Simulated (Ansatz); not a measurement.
# Ta2O5: the cost of one run

Computed, not measured: Ansatz 0.2.0, DFT, r2SCAN, no spin polarisation, plane waves, PAW.

**1. The cell**

It takes space group C2/c (No. 15, monoclinic). The conventional cell has a = 12.785 Å, b = 4.854 Å, c = 5.528 Å, α = 90.00°, β = 104.26°, γ = 90.00°. Ta (site symmetry 1) has 6 O at 1.67 to 2.24 Å as nearest neighbours. O (site symmetry 2) has 2 Ta at 1.90 Å as nearest neighbours. Around O (site symmetry 1) lie 2 Ta at 1.67 to 2.10 Å. Around O (site symmetry 1) lie 3 Ta at 1.91 to 2.24 Å.

The coordinates stand in the input below.

The first density is read from a saved solution for the starting cell.

**2. The walk to rest**

File input.yaml:

```yaml
crystal:
  lattice:
    - [6.39265, 2.42685, 0.0]
    - [6.39265, -2.42685, 0.0]
    - [1.36195, 0.0, -5.35719]
  atoms:
    - { symbol: Ta, position: [0.3865, 0.8925, 0.7377] }
    - { symbol: Ta, position: [0.1075, 0.6135, 0.7623] }
    - { symbol: Ta, position: [0.6135, 0.1075, 0.2623] }
    - { symbol: Ta, position: [0.8925, 0.3865, 0.2377] }
    - { symbol: O, position: [0.102, 0.898, 0.75] }
    - { symbol: O, position: [0.898, 0.102, 0.25] }
    - { symbol: O, position: [0.44, 0.338, 0.01] }
    - { symbol: O, position: [0.662, 0.56, 0.49] }
    - { symbol: O, position: [0.56, 0.662, 0.99] }
    - { symbol: O, position: [0.338, 0.44, 0.51] }
    - { symbol: O, position: [0.73, 0.868, 0.645] }
    - { symbol: O, position: [0.132, 0.27, 0.855] }
    - { symbol: O, position: [0.27, 0.132, 0.355] }
    - { symbol: O, position: [0.868, 0.73, 0.145] }
  symmetry: { tolerance: 0.0003 }
kpoints:
  mp_grid: { grid: [4, 4, 4], shift: [0, 0, 0] }
magnetization:
  spin_polarized: false
scf:
  occupations: { method: fermi_dirac }
  lower_state_search: "off"
hamiltonian:
  pseudopotentials: { kind: paw }
  xc: r2scan
basis:
  ecutwfc: 500
  fft_grid_basis: typed
relax:
  max_steps: 60
  f_tol: 0.03
output:
  forces: true
  stress: true
  eigenvalues: true
  bader: true
  populations: true
  elf: true
  write_potential: true
  volumetric_format: npy
  dos:
    e_range: [-12, 8]
    de: 0.05
    projected: { site_lists: { O: [O], Ta: [Ta] } }
  write_density: true
checkpoint:
  read: saved_state
```

Launch:

```bash
$ ansatz run input.yaml --threads 2 --pin off --max-ram 3584MiB --backend cpu --events-out ev --progress --plain --runs-dir out
```

Q: Estimate wall time and peak memory on 2 threads of Arm Neoverse V1, shared host.

About 4.6 min, with a peak of 1.2 GiB.
